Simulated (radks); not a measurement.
# Ionisation of Zn: one atom, several choices of exchange strength α

The task here is to estimate one member of a computed series from the others.

Program: radks (a radial shooting solver on a logarithmic mesh, Libxc functionals) version 1. Level of theory: scalar-relativistic Kohn-Sham, spin-polarised, spherical densities, point nucleus; open shells are filled with parallel spins first. These are calculated values, not measurements, unless marked.

## The atom as given

| Item | Value |
| --- | --- |
| element | zinc (Z = 30) |
| charge | 0 |
| electrons | 30 |
| configuration | [Ar] 3d10 4s2 |
| ion | Zn⁺, [Ar] 3d10 4s1 |
| choices | α = 0.565; α = 0.667; α = 0.694; α = 0.823; α = 0.892; α = 1.002 |

The outer shells:

Zn
```
[Ar] core
3d [↑↓][↑↓][↑↓][↑↓][↑↓]
4s [↑↓]
```

Zn⁺
```
[Ar] core
3d [↑↓][↑↓][↑↓][↑↓][↑↓]
4s [↑ ]
```

Set-up of the first run:

Settings of this run:

```text
Z 30
configuration [Ar] 3d10 4s2
relativity scalar-relativistic
functional xalpha 0.565
spin polarised
nucleus point
c 137.035999084
```

Among the steps run: α = 0.565: Zn.

One of the session's tables, all rows but one given; the rest of the session is left out.

It belongs to the step «α = 0.565: Zn». Sizes of the orbitals, from the radial functions (bohr):

| level | <r> | outermost maximum (interpolated) | 90 % within | nodes |
| --- | --- | --- | --- | --- |
| 1s | 0.05045 | 0.0330 | 0.0901 | 0 |
| 2s | ? | ? | ? | ? |
| 2p | 0.1992 | 0.153 | 0.326 | 0 |
| 3s | 0.6850 | 0.590 | 1.03 | 2 |
| 3p | 0.7181 | 0.594 | 1.11 | 1 |
| 3d | 0.9404 | 0.567 | 1.68 | 0 |
| 4s | 2.760 | 2.12 | 4.33 | 3 |

Estimate the missing values for 2s.

**Answer.** <r>: 0.2273; outermost maximum (interpolated): 0.190; 90 % within: 0.352; nodes: 1. In the column «<r>» it lies between 2p (0.1992) and 3s (0.6850).
